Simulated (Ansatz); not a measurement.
# Two structures of Cu: comparison of enthalpies under pressure in Python

An exercise on one series of results from a longer session: the logs are not shown, and one member is left open.

All numbers are computed with the Python package of Ansatz 0.2.0. Level of theory: DFT PBEsol, plane waves, PAW.

**Starting point**

Cu Fd-3m: The structure is cubic, space group Fd-3m (No. 227). Conventional cell: a = 4.970 Å, b = 4.970 Å, c = 4.970 Å, α = 90.00°, β = 90.00°, γ = 90.00°. Cu (site symmetry -43m) is surrounded by 4 Cu at 2.15 Å.

Cu Im-3m: Symmetry: Im-3m, No. 229, cubic system. The conventional cell has a = 2.870 Å, b = 2.870 Å, c = 2.870 Å, α = 90.00°, β = 90.00°, γ = 90.00°. Cu (site symmetry m-3m) has 8 Cu at 2.49 Å as nearest neighbours.

The script holds or builds the structure itself.

The first run:

run_transition.py

```python
from dataclasses import dataclass
import csv
import logging
import sys
import warnings

import ansatz as az
import numpy as np

logging.basicConfig(stream=sys.stdout, format="%(name)s: %(message)s")
logger = logging.getLogger("ansatz_job")
logger.setLevel(logging.INFO)


@dataclass(frozen=True)
class RunConfig:
    xc: str = "pbesol"
    cutoff_ev: int = 500
    kspacing: float = 0.15
    smearing: str = "fermi_dirac"
    sigma: float = 0.05


settings = RunConfig()


def diamond(A, a):
    return (
        az.Lattice.fcc(a)
        .space_group(227, origin_choice=1)
        .atom(A, (0, 0, 0))
        .primitive()
    )


def bcc(A, a):
    return az.Crystal.bcc(A, a=a)


def ground_state(name, crystal, pressure=0.0):
    calc = (
        crystal.calculation()
        .functional(settings.xc)
        .basis(settings.cutoff_ev)
        .kpoints(spacing=settings.kspacing)
        .occupations(settings.smearing, width=settings.sigma)
    )
    calc = calc.relax(force_tolerance=0.01, max_steps=60, cell=True, pressure=pressure)
    return calc.run(threads=1, backend="cpu")


def volume_per_atom(outcome):
    return abs(np.linalg.det(outcome.lattice.cell_ang)) / len(outcome.lattice.sites)

warnings.simplefilter("ignore", az.DeckWarning)

phases = {}
phases["diamond"] = diamond("Cu", 4.97)
phases["bcc"] = bcc("Cu", 2.87)

pressures = [0, 10, 20, 30]
enthalpy, volume = {name: [] for name in phases}, {name: [] for name in phases}
for p in pressures:
    for name, crystal in phases.items():
        o = ground_state(name, crystal, pressure=p)
        volume[name].append(volume_per_atom(o))
        enthalpy[name].append(o.report["energy_sigma0_ev"] / len(o.lattice.sites) + p * volume[name][-1] / 160.21766)
gap = np.array(enthalpy["bcc"]) - np.array(enthalpy["diamond"])
rows = [(p, va, vb, 1000 * d) for p, va, vb, d in zip(pressures, volume["diamond"], volume["bcc"], gap)]
with open("transition.csv", "w", newline="") as handle:
    writer = csv.writer(handle)
    writer.writerow(["P (GPa)", "V diamond (A^3/atom)", "V bcc (A^3/atom)", "H(bcc) - H(diamond) (meV/atom)"])
    writer.writerows([round(v, 4) if isinstance(v, float) else v for v in row] for row in rows)
print(open("transition.csv").read())
crossings = [p0 - g0 * (p1 - p0) / (g1 - g0) for p0, p1, g0, g1 in zip(pressures, pressures[1:], gap, gap[1:]) if g0 * g1 < 0]
print("crossing near", [round(float(p), 1) for p in crossings], "GPa") if crossings else print("no crossing in this range")
```

On the command line:

```bash
$ python run_transition.py
```

One of the session's tables, all rows but one given; the rest of the session is left out.

It belongs to the step «The engine's runs». Enthalpy H = E + pV of the second structure less the first:

| pressure (GPa) | ΔH (meV/atom) |
| --- | --- |
| 0 | -1163.7 |
| 10 | ? |
| 20 | -1828.3 |
| 30 | -2095.9 |

**Question.** Estimate the row for pressure (GPa) = 10.

Worked estimate for «ΔH (meV/atom)». A straight line through the neighbours (0, -1163.7) and (20, -1828.3) gives -1163.7 + (-1828.3 + 1163.7) × (10 − 0) / (20 − 0) = -1496.0; a parabola fitted to 3 rows on both sides gives -1517.6.

**Answer.** ΔH (meV/atom): -1525.6. In «ΔH (meV/atom)» the line misses by +29.6 and the parabola by +8.0.

Caveats from the session: Caveats:
- At a fixed pressure a relaxation lowers the enthalpy F + PV, while F alone can rise.
- Only these two structures are compared, at zero temperature and with their symmetry kept; either may be hypothetical, and another phase may be lower than both.
